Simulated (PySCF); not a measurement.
# CoH12P4 ([Co(PH3)4]2+): the cost of one run

Computed with PySCF 2.14.0 and routines of our own; the level stands in each step. Atoms count from 0.

## 1. The system as given

17 atoms, charge 2, states of the metal's open shell are computed; geometry from: model start, shaken.

## 2. Optimising the geometry at PBE0-D3(BJ)/def2-SVP

The job: settings as JSON, then the geometry in Å.

```
{"job": {"xc": "PBE0", "basis": "def2-SVP", "d3": "d3bj", "grid": 1, "maxiter": 45, "solvent": "water", "kind": "geom"}, "charge": 2, "metal": "Co", "open_shell": "d7"}
Co     0.000020     0.004480    -0.004110
P      2.276640    -0.006820    -0.014870
H      2.979330     1.262060    -0.007380
H      2.969120    -0.613630     1.080920
H      2.980010    -0.634940    -1.076010
P     -2.279570    -0.020160    -0.006860
H     -3.006950    -1.261300    -0.027630
H     -2.981960     0.601970     1.079640
H     -2.976080     0.618180    -1.113320
P     -0.008080     2.289270     0.001700
H     -0.022950     2.971260     1.227280
H      1.063440     2.994340    -0.633090
H     -1.076060     2.991700    -0.629730
P     -0.001680    -2.288340     0.000960
H     -0.018380    -2.977290    -1.221580
H      1.052360    -2.965540     0.622770
H     -1.085190    -2.948420     0.632410
```

The run is started by

```
> OMP_NUM_THREADS=1 python lf_run.py task.json out
```

The driver reads the jobs from task.json and runs them one after another.

**Question.** How long does this first job take on 1 thread of Intel Xeon Platinum 8488C, shared host, and how much memory does it need?

About 12 min, with a peak of 1.4 GiB.
